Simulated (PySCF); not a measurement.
# AlF₃: electronic structure in real space

For AlF₃, the scripts below analyse its density (charges, bond critical points, surface potential), see where an electron leaves and enters and measure its response to a uniform field.

Method: levels as typed in each script, gas phase, geometry from GFN2-xTB; program: PySCF 2.14.0.

### 1 Where the work starts

SMILES `F[Al](F)F`, 4 atoms, charge 0, spin multiplicity 1.

Bond lengths: F1–Al2 1.631 Å, Al2–F3 1.631 Å, Al2–F4 1.631 Å. Angles: F1–Al2–F3 120.0°, F1–Al2–F4 120.0°, F3–Al2–F4 120.0°.

Coordinates:

```xyz
4
AlF3
F    -1.0552   -1.2441    0.0000
Al    0.0000    0.0000    0.0000
F    -0.5498    1.5359    0.0000
F     1.6050   -0.2918    0.0000
```

### 2 Density, bond paths and surface potential (wB97X/def2-tzvp)

input.py

```python
import numpy as np
from pyscf import gto, scf, dft
from pyscf.scf import atom_ks, atom_hf
from scipy.linalg import block_diag

def solve(mol, dm0=None, hcore=None):
    mf = (dft.UKS if mol.spin else dft.RKS)(mol, xc='wb97x')
    mf.grids.level = 3
    mf = mf.density_fit(auxbasis='def2-universal-jkfit')
    mf.conv_tol, mf.max_cycle = 1e-8, 80
    if hcore is not None:
        mf.get_hcore = lambda *args: hcore
    mf.kernel(dm0)
    if not mf.converged:
        mf = mf.newton().run(mf.mo_coeff, mf.mo_occ, max_cycle=30)
    assert mf.converged, 'SCF not converged'
    return mf

mol = gto.M(atom='''
F     -1.05523    -1.24409     0.00000
Al     0.00002     0.00000     0.00000
F     -0.54981     1.53589     0.00000
F      1.60501    -0.29180     0.00000
''', basis='def2-tzvp', charge=0, spin=0, verbose=4)
mf = solve(mol)
mf.analyze()
# spherically averaged free atoms, for the promolecule
atm = atom_ks.get_atm_nrks(mol, xc='wb97x')
pro = block_diag(*[(atm[a[0]][2] * atm[a[0]][3]) @ atm[a[0]][2].T for a in mol._atom])
np.savez('result.npz', e=mf.e_tot, c=mf.mo_coeff, occ=mf.mo_occ, eps=mf.mo_energy, pro=pro, dip=mf.dip_moment(verbose=0), s2=mf.spin_square()[0])
```

Started as:

```sh
> OMP_NUM_THREADS=1 python input.py
```

### 4 Removing and adding an electron (wB97X/def2-tzvp)

input.py: that of step 2 with these lines changed.

```diff
@@ -25,3 +25,12 @@
 mf = solve(mol)
-mf.analyze()
+out = dict(e0=mf.e_tot, dm0=mf.make_rdm1(), c=mf.mo_coeff, occ=mf.mo_occ, eps=mf.mo_energy)
+for name, dq, spin in [('cation', 1, 1)]:
+    ion = mol.copy().set(charge=mol.charge + dq, spin=spin).build()
+    mi = solve(ion)
+    if spin and dq > 0 and mol.nao < 130:
+        c, _, stable, _ = mi.stability(return_status=True)
+        if not stable:
+            mi = solve(ion, mi.make_rdm1(c, mi.mo_occ))
+    print(name, 'vertical energy change / eV', (mi.e_tot - mf.e_tot) * 27.211386)
+    out.update({'e_' + name: mi.e_tot, 'dm_' + name: mi.make_rdm1(), 's2_' + name: mi.spin_square()[0], 'eps_' + name: mi.mo_energy, 'occ_' + name: mi.mo_occ})
 # spherically averaged free atoms, for the promolecule
@@ -29,2 +38,2 @@
 pro = block_diag(*[(atm[a[0]][2] * atm[a[0]][3]) @ atm[a[0]][2].T for a in mol._atom])
-np.savez('result.npz', e=mf.e_tot, c=mf.mo_coeff, occ=mf.mo_occ, eps=mf.mo_energy, pro=pro, dip=mf.dip_moment(verbose=0), s2=mf.spin_square()[0])
+np.savez('result.npz', pro=pro, **out)
```

### 6 Response to an electric field (wB97X/def2-tzvp)

input.py

```python
import numpy as np
from pyscf import gto, scf, dft
from pyscf.scf import atom_ks, atom_hf
from scipy.linalg import block_diag

def solve(mol, dm0=None, hcore=None):
    mf = (dft.UKS if mol.spin else dft.RKS)(mol, xc='wb97x')
    mf.grids.level = 3
    mf = mf.density_fit(auxbasis='def2-universal-jkfit')
    mf.conv_tol, mf.max_cycle = 1e-8, 80
    if hcore is not None:
        mf.get_hcore = lambda *args: hcore
    mf.kernel(dm0)
    if not mf.converged:
        mf = mf.newton().run(mf.mo_coeff, mf.mo_occ, max_cycle=30)
    assert mf.converged, 'SCF not converged'
    return mf

mol = gto.M(atom='''
F     -1.05523    -1.24409     0.00000
Al     0.00002     0.00000     0.00000
F     -0.54981     1.53589     0.00000
F      1.60501    -0.29180     0.00000
''', basis='def2-tzvp', charge=0, spin=0, verbose=4)
field = np.array([0.004, 0.0, 0.0])  # atomic units
mol.set_common_orig(mol.atom_charges() @ mol.atom_coords() / mol.atom_charges().sum())
mf = solve(mol)
out = dict(dm0=mf.make_rdm1(), d0=mf.dip_moment(unit='AU'), e0=mf.e_tot)
for name, sign in (('p', 1), ('m', -1)):
    h = mf.get_hcore() + sign * np.einsum('x,xij->ij', field, mol.intor('int1e_r'))
    mi = solve(mol, mf.make_rdm1(), h)
    out.update({'dm' + name: mi.make_rdm1(), 'd' + name: mi.dip_moment(unit='AU'), 'e' + name: mi.e_tot})
# spherically averaged free atoms, for the promolecule
atm = atom_ks.get_atm_nrks(mol, xc='wb97x')
pro = block_diag(*[(atm[a[0]][2] * atm[a[0]][3]) @ atm[a[0]][2].T for a in mol._atom])
np.savez('result.npz', pro=pro, **out)
```

(Steps that only read results are left out.)

Before running it: what results should come out? Wanted: dipole moment; HOMO, LUMO; vertical ionisation energy; polarisability along the field.

As calculated:

| quantity | value |
| --- | --- |
| dipole moment (wB97X/def2-tzvp) | 0.00 D |
| HOMO, LUMO (wB97X/def2-tzvp) | -14.28, 0.54 eV |
| vertical ionisation energy (wB97X/def2-tzvp) | 14.86 eV |
| polarisability along the field (wB97X/def2-tzvp) | 18.9 bohr³ |

What this shows: At wB97X/def2-tzvp: The highest Hirshfeld charge is on Al2 (+0.85 e), the lowest on F1, F3 and F4 (−0.28 e). The ionisation energy from two SCF runs, 14.86 eV, lies 0.6 eV above −ε(HOMO) = 14.28 eV of the same level, wB97X/def2-tzvp. The geometry was not optimised at these levels.
